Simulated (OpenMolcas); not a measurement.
**triplet [SiF5]− at 3 levels**

Wanted: a comparison of 3 runs (UHF/3-21G, UB3LYP/6-31G*, UBLYP/6-31G*) of triplet [SiF5]−. 

The calculation is run with OpenMolcas 26.06.

## (1) The molecule

The species is [SiF5]− (6 atoms), meant as a triplet with charge -1. SMILES of the parent species: `F[Si-](F)(F)(F)F`. The coordinates come from a PBE0-D4/def2-TZVPD relaxation. That shape belongs to the parent species and isn't relaxed for this state.

Bond lengths: F1–Si2 1.669 Å, Si2–F3 1.628 Å, Si2–F4 1.628 Å, Si2–F5 1.669 Å, Si2–F6 1.627 Å. Angles: F1–Si2–F3 90.0°, F1–Si2–F4 90.0°, F1–Si2–F5 180.0°, F1–Si2–F6 90.0°, F3–Si2–F4 120.0°, F3–Si2–F5 90.0°, F3–Si2–F6 120.0°, F4–Si2–F5 90.0°, F4–Si2–F6 120.0°, F5–Si2–F6 90.0°.

## (2) The energy at UHF/3-21G (run 1)

File run.inp:

```
&GATEWAY
BASLIB=$CurrDir
COORD
6
angstrom
F       -0.716900      -1.106000       1.023500
Si       0.000000       0.000000       0.000000
F       -1.466700       0.583500      -0.396400
F        0.651500      -1.218400      -0.860200
F        0.716500       1.105800      -1.024000
F        0.815500       0.635100       1.257000
BASIS=3-21G
GROUP=NoSym
&SEWARD
&SCF
UHF
CHARGE=-1
SPIN=3
THRESHOLDS=1e-10 1e-07 1e-07 1e-05
PRORBITALS=1 2
```

The basis set 3-21G is read from a file made from the Basis Set Exchange's data (not shown).

Launch:

```console
$ export MOLCAS_MEM=1860
$ pymolcas run.inp > run.log
```

Log:

```text
--- Start Module: gateway ---
[...]
--- Stop Module: gateway /rc=_RC_ALL_IS_WELL_ ---
--- Start Module: seward ---
[...]
      Basis functions           58
--- Stop Module: seward /rc=_RC_ALL_IS_WELL_ ---
--- Start Module: scf ---
[...]
       Convergence after 173 Iterations
[...]
::    Total SCF energy                               -781.8543080599
[...]
      Total spin, S                                     1.0017722443
[...]
      Total electronic charge=   60.000000
      Total            charge=   -1.000000
[...]
      Dipole Moment (debye):
      Origin of the operator (angstrom)=   -0.0000    0.0000   -0.0000
                   X= -1.7450E+00               Y= -2.6326E+00               Z=  2.3997E+00           Total=  3.9667E+00
      Center of Charge (angstrom)
[...]
--- Stop Module: scf /rc=_RC_ALL_IS_WELL_ ---
[...]
```

Wall time 16 s (1 thread of Intel Xeon Platinum 8375C at 2.90GHz (Ice Lake), shared host); peak memory 0.39 GiB.

## (3) The energy at UB3LYP/6-31G(d) (spherical functions) (run 2)

File coord.xyz:

```xyz
6

F     -0.716900    -1.106000     1.023500
Si     0.000000     0.000000     0.000000
F     -1.466700     0.583500    -0.396400
F      0.651500    -1.218400    -0.860200
F      0.716500     1.105800    -1.024000
F      0.815500     0.635100     1.257000
```

File calc.input:

```
&gateway
 baslib
 $CurrDir
 coord
 coord.xyz
 basis
 6-31Gs
 group
 NoSym

&seward
 gridinput
 Grid=UltraFine
 End of Grid

&scf
 uhf
 charge
 -1
 spin
 3
 ksdft
 B3LYP
 thresholds
 1e-10 1e-07 1e-07 1e-05
 prorbitals
 1 1
```

The basis set 6-31G* is read from a file made from the Basis Set Exchange's data (not shown).

Launch:

```console
$ export MOLCAS_MEM=1860
$ pymolcas calc.input > calc.log
```

Log:

```text
--- Start Module: gateway ---
[...]
--- Stop Module: gateway /rc=_RC_ALL_IS_WELL_ ---
--- Start Module: seward ---
[...]
      Basis functions           88
--- Stop Module: seward /rc=_RC_ALL_IS_WELL_ ---
[...]
--- Start Module: scf ---
[...]
       Convergence after  44 Iterations
[...]
::    Total KS-DFT energy                            -788.6727394393
[...]
      Total spin, S                                     1.0011348022
[...]
      Total electronic charge=   60.000000
      Total            charge=   -1.000000
[...]
      Dipole Moment (debye):
      Origin of the operator (angstrom)=   -0.0000    0.0000   -0.0000
                   X= -1.1316E-01               Y=  4.5249E-02               Z= -3.0310E-02           Total=  1.2559E-01
      Center of Charge (angstrom)
[...]
--- Stop Module: scf /rc=_RC_ALL_IS_WELL_ ---
[...]
```

Run time: 72 s. Hardware: 1 thread of Intel Xeon Platinum 8375C at 2.90GHz (Ice Lake), shared host; peak memory 0.48 GiB.

## (4) A single-point energy at UBLYP/6-31G(d) (spherical functions) (run 3)

File calc.inp:

```
* F5Si Kohn-Sham DFT

&GATEWAY
 BASLIB=$CurrDir
 BASISSET
 F.6-31Gs....
 F1 -0.716900 -1.106000 1.023500 angstrom
 F3 -1.466700 0.583500 -0.396400 angstrom
 F4 0.651500 -1.218400 -0.860200 angstrom
 F5 0.716500 1.105800 -1.024000 angstrom
 F6 0.815500 0.635100 1.257000 angstrom
 End of Basis
 BASISSET
 Si.6-31Gs....
 Si2 0.000000 0.000000 0.000000 angstrom
 End of Basis

&SEWARD
 GRIDINPUT
 Grid=UltraFine
 End of Grid

&SCF
 UHF
 CHARGE=-1
 SPIN=3
 KSDFT=BLYP
 THRESHOLDS=1e-10 1e-07 1e-07 1e-05
 PRORBITALS=1 2
```

The basis set 6-31G* is read from a file made from the Basis Set Exchange's data (not shown).

Launch:

```console
$ export MOLCAS_MEM=1860
$ pymolcas calc.inp > calc.log
```

Log:

```text
--- Start Module: gateway ---
[...]
--- Stop Module: gateway /rc=_RC_ALL_IS_WELL_ ---
--- Start Module: seward ---
[...]
      Basis functions           88
--- Stop Module: seward /rc=_RC_ALL_IS_WELL_ ---
[...]
--- Start Module: scf ---
[...]
       Convergence after  57 Iterations
[...]
::    Total KS-DFT energy                            -788.6369427373
[...]
      Total spin, S                                     1.0003818019
[...]
      Total electronic charge=   60.000000
      Total            charge=   -1.000000
[...]
      Dipole Moment (debye):
      Origin of the operator (angstrom)=   -0.0000   -0.0000   -0.0000
                   X= -9.9905E-01               Y=  1.9027E+00               Z=  1.3577E+00           Total=  2.5420E+00
      Center of Charge (angstrom)
[...]
--- Stop Module: scf /rc=_RC_ALL_IS_WELL_ ---
[...]
```

It took 87 s on 1 thread of Intel Xeon Platinum 8375C at 2.90GHz (Ice Lake), shared host; peak memory 0.48 GiB.

## (5) Overview of the runs

```
run                                level  integration grid  energy (Eh)  HOMO energy (eV)   ⟨S²⟩  wall time
  1                            UHF/3-21G                 –  -781.854308              3.99  2.005       16 s
  2  UB3LYP/6-31G* (spherical functions)         UltraFine  -788.672739              5.67  2.003       72 s
  3   UBLYP/6-31G* (spherical functions)         UltraFine  -788.636943              6.39  2.001       87 s
```

## (6) Summary of results

| quantity | value |
| --- | --- |
| run 3: total energy | -788.63694 Eh |
| run 3: HOMO energy (highest over α and β) | 6.39 eV |
| run 3: ⟨S²⟩ | 2.001 |

In words: Totals of different functionals can't be ranked against each other. In runs 1, 2, 3 the HOMO lies above zero, so the outermost electron may be held by the basis alone. All runs together took 2.9 min, the longest 87 s.
